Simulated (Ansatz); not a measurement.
# doublet C2H7InO+ at 6 levels

We compute a comparison of 6 runs (UHF/3-21G, UHF/def2-SVP, U-r2SCAN/def2-SVP, UBLYP/def2-SVP, UMP2/def2-SVP, UCCSD(T)/def2-SVP) of doublet C2H7InO+. 

Program for the calculation: Ansatz 0.2.0.

30 further runs of the same task are left out: 30 set aside as unsound or not needed.

## 1. Starting point

C2H7InO+ has 11 atoms, charge +1, and is taken as a doublet. As SMILES of the parent species, `[CH3][In]([CH3])[OH]`. Geometry: relaxed at PBE0-D4/def2-TZVP. That shape belongs to the parent species and isn't relaxed for this state.

Bond lengths: C1–In2 2.148 Å, In2–C3 2.138 Å, In2–O4 2.007 Å, C1–H5 1.090 Å, C1–H6 1.090 Å, C1–H7 1.092 Å, C3–H8 1.090 Å, C3–H9 1.091 Å, C3–H10 1.091 Å, O4–H11 0.959 Å. Some angles: C1–In2–C3 136.7°, C1–In2–O4 114.2°, C3–In2–O4 109.1°, In2–C1–H5 110.1°, In2–C1–H6 111.1°, In2–C1–H7 109.5°, In2–C3–H8 108.7°, In2–C3–H9 110.5°, In2–C3–H10 110.8°, In2–O4–H11 114.0°.

## 2. A single-point energy at UHF/3-21G (run 1)

File job.yaml:

```yaml
basis:
  gaussian: {orbitals: 3-21G-spherical.json}
crystal:
  periodic: [false, false, false]
  atoms:
    - {symbol: C, position_ang: [-1.237900, 1.174600, -1.040300]}
    - {symbol: In, position_ang: [0.014400, -0.256200, -0.041000]}
    - {symbol: C, position_ang: [1.531800, -0.211200, 1.463900]}
    - {symbol: O, position_ang: [-0.279600, -2.154900, -0.620200]}
    - {symbol: H, position_ang: [-1.551200, 0.785300, -2.009500]}
    - {symbol: H, position_ang: [-0.715300, 2.120700, -1.184200]}
    - {symbol: H, position_ang: [-2.128400, 1.363200, -0.437100]}
    - {symbol: H, position_ang: [1.929400, -1.218000, 1.588800]}
    - {symbol: H, position_ang: [1.117400, 0.131700, 2.413400]}
    - {symbol: H, position_ang: [2.339100, 0.465700, 1.180700]}
    - {symbol: H, position_ang: [-0.954500, -2.257800, -1.293900]}
total_charge: 1
magnetization: {spin_polarized: true, initial_magnetization: 1}
hamiltonian: {xc: hf}
accuracy: high
output: {orbitals: {seedname: orbitals}}
```

The basis set 3-21G is read from a file made from the Basis Set Exchange's data (not shown).

Started as:

```console
$ ansatz run job.yaml --threads 1 --pin off --max-ram 2610MiB --events-out events.jsonl --progress --plain --runs-dir runs
```

What it wrote:

```text
Warning: RAYON_NUM_THREADS=1 ignored (pool sized by the plan → 1); use --threads N
Functional definition: HF
  name "HF"
  exchange = exact_x
  correlation = 0
1608 factors; integrals over basis functions are off by at most 1.6e-8 eV
mean field evaluation 1: about -159676.6567 eV, gradient 4.0e1 eV
mean field evaluation 2: about -159676.8460 eV, gradient 4.0e1 eV
mean field evaluation 4: about -159683.0756 eV, gradient 4.1e0 eV
mean field evaluation 8: about -159683.2759 eV, gradient 3.8e-1 eV
mean field evaluation 16: about -159683.2832 eV, gradient 7.3e-5 eV
mean field evaluation 32: about -159683.1591 eV, gradient 6.5e-1 eV
mean field evaluation 64: about -159682.7429 eV, gradient 3.6e0 eV
mean field evaluation 96: about -159683.7876 eV, gradient 1.2e0 eV
mean field evaluation 128: about -159683.9643 eV, gradient 4.0e-1 eV
mean field evaluation 160: about -159683.8493 eV, gradient 1.4e-1 eV
mean field -159684.09676233 eV, -5868.2823182474 hartree, gradient 2.2e-8 eV, S^2 0.753864; 4 other end points of the search recorded, 0 dependent functions left out
reference -159684.09676233 eV, -5868.2823182474 hartree; 38, 37 occupied and 34, 35 virtual orbitals, 1608 factors
Total energy: -159684.09676233 eV, -5868.2823182474 hartree
```

Run time: 13 s. Hardware: 1 thread of Arm Neoverse V2, shared host; peak memory 0.35 GiB.

## 3. The energy at UHF/def2-SVP (core potential) (run 2)

Changes to job.yaml since step 2:

```diff
@@ -1,3 +1 @@
-basis:
-  gaussian: {orbitals: 3-21G-spherical.json}
 crystal:
@@ -16,2 +14,4 @@
     - {symbol: H, position_ang: [-0.954500, -2.257800, -1.293900]}
+basis:
+  gaussian: {orbitals: def2-SVP}
 total_charge: 1
```

Started as:

```console
$ ansatz run job.yaml --threads 1 --pin off --max-ram 2610MiB --events-out events.jsonl --progress --plain --runs-dir runs
```

What it wrote, shortened:

```text
Warning: RAYON_NUM_THREADS=1 ignored (pool sized by the plan → 1); use --threads N
Functional definition: HF
  name "HF"
[...]
2549 factors; integrals over basis functions are off by at most 1.5e-8 eV
[...]
mean field -9345.65443920 eV, -343.4464659286 hartree, gradient 3.7e-8 eV, S^2 0.755764; 3 other end points of the search recorded, 0 dependent functions left out
reference -9345.65443920 eV, -343.4464659286 hartree; 24, 23 occupied and 79, 80 virtual orbitals, 2549 factors
Total energy: -9345.65443920 eV, -343.4464659286 hartree
```

Run time: 20 s. Hardware: 1 thread of Arm Neoverse V2, shared host; peak memory 0.44 GiB.

## 4. The energy at U-r2SCAN/def2-SVP (core potential) (run 3)

File input.yaml:

```yaml
crystal:
  periodic: [false, false, false]
  atoms:
    - symbol: C
      position_ang: [-1.237900, 1.174600, -1.040300]
    - symbol: In
      position_ang: [0.014400, -0.256200, -0.041000]
    - symbol: C
      position_ang: [1.531800, -0.211200, 1.463900]
    - symbol: O
      position_ang: [-0.279600, -2.154900, -0.620200]
    - symbol: H
      position_ang: [-1.551200, 0.785300, -2.009500]
    - symbol: H
      position_ang: [-0.715300, 2.120700, -1.184200]
    - symbol: H
      position_ang: [-2.128400, 1.363200, -0.437100]
    - symbol: H
      position_ang: [1.929400, -1.218000, 1.588800]
    - symbol: H
      position_ang: [1.117400, 0.131700, 2.413400]
    - symbol: H
      position_ang: [2.339100, 0.465700, 1.180700]
    - symbol: H
      position_ang: [-0.954500, -2.257800, -1.293900]
basis:
  gaussian: {orbitals: def2-SVP}
magnetization: {spin_polarized: true, initial_magnetization: 1}
output: {orbitals: {seedname: orbitals}}
hamiltonian: {xc: {name: r2SCAN}}
accuracy: high
total_charge: 1
```

Started as:

```console
$ ansatz run input.yaml --threads 1 --pin off --max-ram 2610MiB --events-out events.jsonl --progress --plain --runs-dir runs
```

What it wrote:

```text
Warning: RAYON_NUM_THREADS=1 ignored (pool sized by the plan → 1); use --threads N
Functional definition: r2SCAN
  name "r2SCAN"
  parameter k0 = 0.174
  parameter k1 = 0.065
  parameter a1 = 4.9479
  exchange = r2scan_x(k0 = k0, k1 = k1, a1 = a1)
  correlation = r2scan_c
2549 factors; integrals over basis functions are off by at most 1.5e-8 eV
mean field evaluation 1: about -9372.8262 eV, gradient 7.3e1 eV
mean field evaluation 2: about -9239.3338 eV, gradient 1.4e2 eV
mean field evaluation 4: about -9395.4518 eV, gradient 9.5e0 eV
mean field evaluation 8: about -9395.4518 eV, gradient 9.5e0 eV
mean field evaluation 16: about -9396.2132 eV, gradient 4.0e-3 eV
mean field evaluation 32: about -9395.9214 eV, gradient 1.3e0 eV
mean field -9396.21321117 eV, -345.3044665285 hartree, gradient 2.9e-8 eV, S^2 0.761585; 6 other end points of the search recorded, 0 dependent functions left out
reference -9396.21321630 eV, -345.3044667168 hartree; 24, 23 occupied and 79, 80 virtual orbitals, 2549 factors
Total energy: -9396.21321630 eV, -345.3044667168 hartree
```

Wall time 52 s (1 thread of Arm Neoverse V2, shared host); peak memory 0.58 GiB.

Runs 4 to 5 aren't shown in full; the table further down has their settings and results.

## 5. The energy at UCCSD(T)/def2-SVP (core potential) (run 6)

File run.yaml:

```yaml
crystal:
  periodic: [false, false, false]
  atoms:
    - {symbol: C, position_ang: [-1.237900, 1.174600, -1.040300]}
    - {symbol: In, position_ang: [0.014400, -0.256200, -0.041000]}
    - {symbol: C, position_ang: [1.531800, -0.211200, 1.463900]}
    - {symbol: O, position_ang: [-0.279600, -2.154900, -0.620200]}
    - {symbol: H, position_ang: [-1.551200, 0.785300, -2.009500]}
    - {symbol: H, position_ang: [-0.715300, 2.120700, -1.184200]}
    - {symbol: H, position_ang: [-2.128400, 1.363200, -0.437100]}
    - {symbol: H, position_ang: [1.929400, -1.218000, 1.588800]}
    - {symbol: H, position_ang: [1.117400, 0.131700, 2.413400]}
    - {symbol: H, position_ang: [2.339100, 0.465700, 1.180700]}
    - {symbol: H, position_ang: [-0.954500, -2.257800, -1.293900]}
basis:
  gaussian:
    orbitals: def2-SVP
total_charge: 1
magnetization:
  spin_polarized: true
  initial_magnetization: 1
correlation:
  method: ccsd_t
  frozen_orbitals: {C: 1, H: 0, In: 4, O: 1}
accuracy: high
scf:
  omitted_lower_state_checks: [cluster_reference, increment]
```

Started as:

```console
$ ansatz run run.yaml --threads 1 --pin off --max-ram 2610MiB --events-out events.jsonl --progress --plain --runs-dir runs
```

What it wrote, shortened:

```text
Warning: RAYON_NUM_THREADS=1 ignored (pool sized by the plan → 1); use --threads N
Functional definition: HF
  name "HF"
[...]
2549 factors; integrals over basis functions are off by at most 1.5e-8 eV
[...]
mean field -9345.65443920 eV, -343.4464659286 hartree, gradient 3.8e-8 eV, S^2 0.755764; 10 other end points of the search recorded, 0 dependent functions left out
7 core orbitals not correlated: weight in the atoms' cores, before any rotation towards them, 1.000 or more for the frozen orbitals, at most 0.000 for the correlated occupied ones
reference -9345.65443920 eV, -343.4464659286 hartree; 17, 16 occupied and 79, 80 virtual orbitals, 2549 factors
second order -14.10761315 eV of doubles, -0.00000000 eV of singles
cycle   1  -15.08031445 eV  change   -9.7e-1 eV  update   8.1e-2
[...]
cycle  43  -15.55719713 eV  change  -6.6e-10 eV  update   1.0e-9
perturbative correction -0.40843682 eV, -0.0150097763 hartree
Total energy: -9361.62007315 eV, -344.0331921543 hartree
Checks for a lower state left out: cluster_reference, increment
```

It took 6.8 min on 1 thread of Arm Neoverse V2, shared host; peak memory 1.9 GiB.

## 6. Overview of the runs

```csv
run,level,core potential,frozen core orbitals,energy (Eh),HOMO energy (eV),LUMO energy (eV),⟨S²⟩,wall time
1,UHF/3-21G,none,–,-5868.282318,-14.76,-5.80,0.754,13 s
2,UHF/def2-SVP (core potential),def2-SVP,–,-343.446466,-14.87,-6.12,0.756,20 s
3,U-r2SCAN/def2-SVP (core potential),def2-SVP,–,-345.304467,-12.29,-11.84,0.762,52 s
4,UBLYP/def2-SVP (core potential),def2-SVP,–,-345.216972,-11.86,-11.76,0.755,28 s
5,UMP2/def2-SVP (core potential),def2-SVP,7,-343.964911,–,–,0.756,18 s
6,UCCSD(T)/def2-SVP (core potential),def2-SVP,7,-344.033192,–,–,0.756,6.8 min
```

## 7. Summary of results

| quantity | value |
| --- | --- |
| run 6: total energy | -344.03319 Eh |
| run 6: correlation energy (7 core orbitals frozen) | -586.7 mEh |
| run 6: (T) correction | -15.01 mEh |
| run 6: ⟨S²⟩ of the reference determinant | 0.756 |
| run 6: T1 diagnostic | 0.010 |

**Reading.** Below the UHF energy at the same shape and in the same basis (def2-SVP): UMP2 -518.4 mEh; UCCSD(T) -586.7 mEh. Totals of different functionals can't be ranked against each other. Some runs of one species differ in core potentials or relativity; totals across that change don't compare. In run 1 relativity is left out where basis or elements ask for it. All runs together took 9 min, the longest 6.8 min.
